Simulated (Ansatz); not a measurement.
Predict the output of the script below (Ansatz 0.2.0, Python API).

`ni_nc_paw.py`:
```python
"""Norm-conserving against PAW potentials for Ni."""

from dataclasses import dataclass

import ansatz as az
import numpy as np


@dataclass(frozen=True)
class Options:
    scf_tol: float = 1e-10
    kmesh: tuple[int, ...] = (14, 14, 8)
    filling: str = "gaussian"
    xc: str = "lda"


opts = Options()


def count_gap(report):
    # lowest empty less highest filled band, counting bands; zero where they overlap
    return max(report.get("gap_by_band_count_ev") or 0.0, 0.0)

lattice = az.Lattice.of(
    [2.448023, 0.0, 0.0],
    [-1.224011, 2.12005, 0.0],
    [0.0, 0.0, 4.072808],
)
sites = [
    ("Ni", [1 / 3, 2 / 3, 0.25]),
    ("Ni", [2 / 3, 1 / 3, 0.75]),
]
system = az.Crystal(lattice=lattice)
for symbol, position in sites:
    system = system.atom(symbol, position)
system = system.moments(Ni=1.5)

setup = system.calculation()
setup = setup.scf(tolerance=opts.scf_tol)
setup = setup.kpoints(*opts.kmesh, center="gamma").occupations(opts.filling)
setup = setup.functional(opts.xc).spin("collinear")
setup = setup.stress().forces()
setup = setup.band_table()
variants = {
    "PAW": setup.pseudopotentials("paw"),
    "norm-conserving": setup.pseudopotentials("nc"),
}
# totals differ by the cores that each treatment holds, so compare what does not depend on them
rows = []
for label, variant in variants.items():
    summary = variant.run(threads=1, backend="cpu").report
    levels = np.array(summary["eigenvalues_ev"][0]) - summary["fermi_energy_ev"]
    print(label, "levels at the first k-point near E_F:", np.round(levels[np.abs(levels) < 5], 3))
    rows.append((label, summary["n_electrons"], np.trace(summary["stress_gpa"]) / 3, count_gap(summary), summary["magnetization_mub"]))
lines = [",".join(["treatment", "electrons in bands", "P GPa", "gap by band count eV", "moment muB"])] + [",".join(f"{v:.4f}" if isinstance(v, float) else str(v) for v in row) for row in rows]
print("\n".join(lines))
with open("nc_paw.csv", "w") as handle:
    handle.write("\n".join(lines) + "\n")
```

```console
$ python ni_nc_paw.py
DeckWarning: basis.ecutwfc = 420 eV, auto-derived from the records' recommended cutoffs: set by Ni (normal level)
PAW levels at the first k-point near E_F: [-2.529 -2.375 -2.375 -2.106 -2.106 -1.592 -1.592 -0.638 -0.638 -0.616]
DeckWarning: basis.ecutwfc = 1333.357926 eV, auto-derived from the records' recommended cutoffs: set by Ni (normal level)
norm-conserving levels at the first k-point near E_F: [-2.55  -2.39  -2.39  -2.122 -2.122 -1.609 -1.609 -0.657 -0.657 -0.595]
treatment,electrons in bands,P GPa,gap by band count eV,moment muB
PAW,36.0000,-11.2434,0.0000,1.1509
norm-conserving,36.0000,-11.3799,0.0000,1.1640
```
(Warnings from the package without file and line.)

PAW gives -11.243 GPa and norm-conserving -11.380 GPa, 0.14 GPa apart. They took 11.1 and 41.4 s of processor time.

Reading the output:
- Absolute energies stand on the zero of these potentials, so only differences at equal settings mean something. A total without «per atom» is that of the whole cell that was run.
- The magnetic order follows from the starting moments and needn't be the lowest.
- A gap by band count of zero or less means overlapping bands, a metal.
- At these settings the cell as given stands under about -11 GPa, so it isn't at this functional's equilibrium volume.
- This isn't the structure that Ni takes at ambient conditions.
- Gaps and levels are Kohn-Sham values on a finite set of k-points.
- Stress is positive in compression.
- Finished in 53 s on 1 thread of Arm Neoverse V2 (shared host), peak memory 0.68 GiB.
